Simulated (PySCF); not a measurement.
# USVWN5/STO-6G run of SnH2F (SMILES [F][SnH2])

Aim: the vertical ionisation energy of SnH2F at USVWN5/STO-6G, from 2 runs. Input form: a Python script.

The calculation is run with PySCF 2.14.0.

4 further runs of the same task are left out: 4 set aside as unsound or not needed.

**1. The structure to begin with**

The species is SnH2F (4 atoms), meant as a doublet with charge 0. SMILES: `[F][SnH2]`. The coordinates come from a PBE0-D4/def2-TZVP relaxation.

Bond lengths: F1–Sn2 1.932 Å, Sn2–H3 1.726 Å, Sn2–H4 1.726 Å. Angles: F1–Sn2–H3 103.3°, F1–Sn2–H4 103.3°, H3–Sn2–H4 113.3°.

**2. A single-point energy at USVWN5/STO-6G**

run.py reads:

```python
from pyscf import gto, dft

mol = gto.Mole()
mol.atom = '''
F     -2.933989    -0.359048     1.210748
Sn     0.053479    -0.457692    -0.884959
H      2.237625    -1.992527     0.990405
H      0.747765     2.695127    -1.354367
'''
mol.verbose = 4
mol.spin = 1
mol.basis = 'sto-6g'
mol.unit = 'bohr'
mol.max_memory = 1860
mol.build()

ks = dft.UKS(mol, xc='svwn')
ks.conv_tol = 1e-10
ks.grids.level = 5
ks.kernel()
if not ks.converged:
    ks = ks.newton().run(ks.mo_coeff, ks.mo_occ)

e_tot = ks.e_tot
print('E = %.10f Eh' % e_tot)
```

The run is started by

```sh
$ OMP_NUM_THREADS=1 python run.py
```

The program printed:

```text
PySCF version 2.14.0

[INPUT] num. atoms = 4
[INPUT] num. electrons = 61
[INPUT] charge = 0
[INPUT] spin (= nelec alpha-beta = 2S) = 1
[INPUT] symmetry False subgroup None
[INPUT] Mole.unit = bohr
[INPUT] Symbol           X                Y                Z      unit          X                Y                Z       unit  Magmom
[INPUT]  1 F     -1.552600115890  -0.190000019226   0.640700249767 AA   -2.933989000000  -0.359048000000   1.210748000000 Bohr   0.0
[INPUT]  2 Sn     0.028299868063  -0.242200176020  -0.468300135399 AA    0.053479000000  -0.457692000000  -0.884959000000 Bohr   0.0
[INPUT]  3 H      1.184100156585  -1.054399880543   0.524099755581 AA    2.237625000000  -1.992527000000   0.990405000000 Bohr   0.0
[INPUT]  4 H      0.395700197124   1.426199788935  -0.716700151622 AA    0.747765000000   2.695127000000  -1.354367000000 Bohr   0.0

nuclear repulsion = 157.420756833829
number of shells = 16
number of NR pGTOs = 204
number of NR cGTOs = 34
basis = sto-6g
ecp = {}

******** <class 'pyscf.dft.uks.UKS'> ********
method = UKS
initial guess = minao
damping factor = 0
level_shift factor = 0
DIIS = <class 'pyscf.scf.diis.CDIIS'>
diis_start_cycle = 1
diis_space = 8
diis_damp = 0
SCF conv_tol = 1e-10
SCF conv_tol_grad = None
SCF max_cycles = 50
direct_scf = True
direct_scf_tol = 1e-13
number electrons alpha = 31  beta = 30
XC library pyscf.dft.libxc version 7.0.0
    S. Lehtola, C. Steigemann, M. J.T. Oliveira, and M. A.L. Marques.,  SoftwareX 7, 1–5 (2018)
XC functionals = svwn
    P. A. M. Dirac.,  Math. Proc. Cambridge Philos. Soc. 26, 376 (1930)
    F. Bloch.,  Z. Phys. 57, 545 (1929)
    S. H. Vosko, L. Wilk, and M. Nusair.,  Can. J. Phys. 58, 1200 (1980)
radial grids:
    Treutler-Ahlrichs [JCP 102, 346 (1995); DOI:10.1063/1.469408] (M4) radial grids

becke partition: Becke, JCP 88, 2547 (1988); DOI:10.1063/1.454033
pruning grids: <function nwchem_prune>
grids dens level: 5
symmetrized grids: False
atomic radii adjust function: <function treutler_atomic_radii_adjust>
small_rho_cutoff = 0
Set gradient conv threshold to 1e-05
tot grids = 137960
init E= -6076.55673829958
[... the frontier-level lines of each cycle are left out ...]

cycle= 1 E= -6090.38006247285  delta_E= -13.8  |g|= 0.276  |ddm|= 1.73
cycle= 2 E= -6089.68669987558  delta_E= 0.693  |g|= 1.03  |ddm|= 1.89
cycle= 3 E= -6090.44182242782  delta_E= -0.755  |g|= 0.104  |ddm|= 1.54
cycle= 4 E= -6090.44811188908  delta_E= -0.00629  |g|= 0.0783  |ddm|= 0.353
cycle= 5 E= -6090.45377016167  delta_E= -0.00566  |g|= 0.00409  |ddm|= 0.138
cycle= 6 E= -6090.453788914  delta_E= -1.88e-05  |g|= 0.000382  |ddm|= 0.00921
cycle= 7 E= -6090.45378905897  delta_E= -1.45e-07  |g|= 3.39e-05  |ddm|= 0.000811
cycle= 8 E= -6090.4537890604  delta_E= -1.43e-09  |g|= 1.37e-05  |ddm|= 0.000126
cycle= 9 E= -6090.45378906059  delta_E= -1.93e-10  |g|= 2.52e-06  |ddm|= 3.39e-05
cycle= 10 E= -6090.4537890606  delta_E= -4.55e-12  |g|= 2.25e-07  |ddm|= 5.01e-06
Extra cycle  E= -6090.4537890606  delta_E=    0  |g|= 2.03e-07  |ddm|= 1.19e-06
converged SCF energy = -6090.4537890606  <S^2> = 0.75025721  2S+1 = 2.0002572
E = -6090.4537890606 Eh
```

Wall time 8.7 s (1 thread of Arm Neoverse N1, shared host); peak memory 0.18 GiB.

**3. The singlet cation at the same level**

run.py reads:

```python
from pyscf import gto, dft

molecule = gto.Mole()
molecule.atom = [
    ('F', (-1.552600, -0.190000, 0.640700)),
    ('Sn', (0.028300, -0.242200, -0.468300)),
    ('H', (1.184100, -1.054400, 0.524100)),
    ('H', (0.395700, 1.426200, -0.716700)),
]
molecule.verbose = 4
molecule.basis = 'sto-6g'
molecule.max_memory = 1860
molecule.charge = 1
molecule.spin = 0
molecule.build()

calc0 = dft.RKS(molecule, xc='svwn')
calc0.grids.level = 5
calc0.conv_tol = 1e-10
calc0.kernel()
if not calc0.converged:
    calc0 = calc0.newton().run(calc0.mo_coeff, calc0.mo_occ)

e_final = calc0.e_tot
print('E = %.10f Eh' % e_final)
```

The run is started by

```sh
$ OMP_NUM_THREADS=1 python run.py
```

The program printed:

```text
PySCF version 2.14.0

[INPUT] num. atoms = 4
[INPUT] num. electrons = 60
[INPUT] charge = 1
[INPUT] spin (= nelec alpha-beta = 2S) = 0
[INPUT] symmetry False subgroup None
[INPUT] Mole.unit = angstrom
[INPUT] Symbol           X                Y                Z      unit          X                Y                Z       unit  Magmom
[INPUT]  1 F     -1.552600000000  -0.190000000000   0.640700000000 AA   -2.933988781000  -0.359047963667   1.210747528009 Bohr   0.0
[INPUT]  2 Sn     0.028300000000  -0.242200000000  -0.468300000000 AA    0.053479249325  -0.457691667370  -0.884958744134 Bohr   0.0
[INPUT]  3 H      1.184100000000  -1.054400000000   0.524100000000 AA    2.237624704097  -1.992527225741   0.990405461885 Bohr   0.0
[INPUT]  4 H      0.395700000000   1.426200000000  -0.716700000000 AA    0.747764627490   2.695127398855  -1.354366713476 Bohr   0.0

nuclear repulsion = 157.420770927441
number of shells = 16
number of NR pGTOs = 204
number of NR cGTOs = 34
basis = sto-6g
ecp = {}

******** <class 'pyscf.dft.rks.RKS'> ********
method = RKS
initial guess = minao
damping factor = 0
level_shift factor = 0
DIIS = <class 'pyscf.scf.diis.CDIIS'>
diis_start_cycle = 1
diis_space = 8
diis_damp = 0
SCF conv_tol = 1e-10
SCF conv_tol_grad = None
SCF max_cycles = 50
direct_scf = True
direct_scf_tol = 1e-13
XC library pyscf.dft.libxc version 7.0.0
    S. Lehtola, C. Steigemann, M. J.T. Oliveira, and M. A.L. Marques.,  SoftwareX 7, 1–5 (2018)
XC functionals = svwn
    P. A. M. Dirac.,  Math. Proc. Cambridge Philos. Soc. 26, 376 (1930)
    F. Bloch.,  Z. Phys. 57, 545 (1929)
    S. H. Vosko, L. Wilk, and M. Nusair.,  Can. J. Phys. 58, 1200 (1980)
radial grids:
    Treutler-Ahlrichs [JCP 102, 346 (1995); DOI:10.1063/1.469408] (M4) radial grids

becke partition: Becke, JCP 88, 2547 (1988); DOI:10.1063/1.454033
pruning grids: <function nwchem_prune>
grids dens level: 5
symmetrized grids: False
atomic radii adjust function: <function treutler_atomic_radii_adjust>
small_rho_cutoff = 0
Set gradient conv threshold to 1e-05
Initial guess from minao.
tot grids = 137960
init E= -6076.55673846472
  HOMO = -0.589180905265843  LUMO = -0.477875455750253  gap/eV = 3.02878
cycle= 1 E= -6090.17937266998  delta_E= -13.6  |g|= 0.369  |ddm|= 2.36
  HOMO = -0.232583110069643  LUMO = -0.225748380479062  gap/eV = 0.18598
cycle= 2 E= -6088.34072292426  delta_E= 1.84  |g|=  2.1  |ddm|= 3.18
  HOMO = -0.395780083717373  LUMO = -0.33952263893351  gap/eV = 1.53084
cycle= 3 E= -6090.23229521556  delta_E= -1.89  |g|= 0.164  |ddm|= 2.66
  HOMO = -0.41206698760069  LUMO = -0.359768945854613  gap/eV = 1.42310
cycle= 4 E= -6090.2411471844  delta_E= -0.00885  |g|= 0.0881  |ddm|= 0.329
  HOMO = -0.416165864911183  LUMO = -0.357528866017106  gap/eV = 1.59559
cycle= 5 E= -6090.244779205  delta_E= -0.00363  |g|= 0.00939  |ddm|= 0.149
  HOMO = -0.417486474738329  LUMO = -0.3574187822129  gap/eV = 1.63453
cycle= 6 E= -6090.2448182961  delta_E= -3.91e-05  |g|= 0.00215  |ddm|= 0.0154
  HOMO = -0.417617978149955  LUMO = -0.357409172714148  gap/eV = 1.63837
cycle= 7 E= -6090.24482040983  delta_E= -2.11e-06  |g|= 4.65e-05  |ddm|= 0.00378
  HOMO = -0.417619373988579  LUMO = -0.357399742278244  gap/eV = 1.63866
cycle= 8 E= -6090.24482040975  delta_E= 8.28e-11  |g|= 7.64e-05  |ddm|= 0.00029
  HOMO = -0.417611106419439  LUMO = -0.357398718303638  gap/eV = 1.63846
cycle= 9 E= -6090.24482041234  delta_E= -2.59e-09  |g|= 7.77e-06  |ddm|= 0.000141
  HOMO = -0.417611797843391  LUMO = -0.357398825638108  gap/eV = 1.63848
cycle= 10 E= -6090.24482041238  delta_E= -3.18e-11  |g|= 1e-06  |ddm|= 1.55e-05
  HOMO = -0.417611675159465  LUMO = -0.35739883225416  gap/eV = 1.63847
Extra cycle  E= -6090.24482041237  delta_E= 6.37e-12  |g|= 1.81e-06  |ddm|= 8.6e-06
converged SCF energy = -6090.24482041237
E = -6090.2448204124 Eh
```

It took 6.9 s on 1 thread of Arm Neoverse N1, shared host; peak memory 0.16 GiB.

**4. Summary of results**

Level: USVWN5/STO-6G.

| quantity | value |
| --- | --- |
| doublet SnH2F: total energy | -6090.45379 Eh |
| doublet SnH2F: dipole moment | 0.43 D |
| doublet SnH2F: HOMO energy (highest over α and β) | -1.53 eV |
| doublet SnH2F: LUMO energy (lowest over α and β) | -0.51 eV |
| doublet SnH2F: ⟨S²⟩ | 0.750 |
| singlet cation: total energy | -6090.24482 Eh |
| singlet cation: HOMO energy | -11.36 eV |
| singlet cation: LUMO energy | -9.73 eV |
| singlet cation: HOMO–LUMO gap | 1.64 eV |
| vertical ionisation energy (to the singlet cation) | 5.686 eV |

What this shows: Removing an electron at fixed nuclei costs 5.69 eV (549 kJ/mol). Only the singlet of the ionised species was computed; a triplet could lie lower. In a minimal basis such a difference can be off by several eV, whatever the method. Mulliken charges (doublet SnH2F) run from -0.17 on F1 to +0.37 on Sn2; they depend strongly on the basis. Relativity is left out (doublet SnH2F) although the molecule holds a heavy atom. Mulliken charges (singlet cation) run from -0.02 on F1 to +0.97 on Sn2.
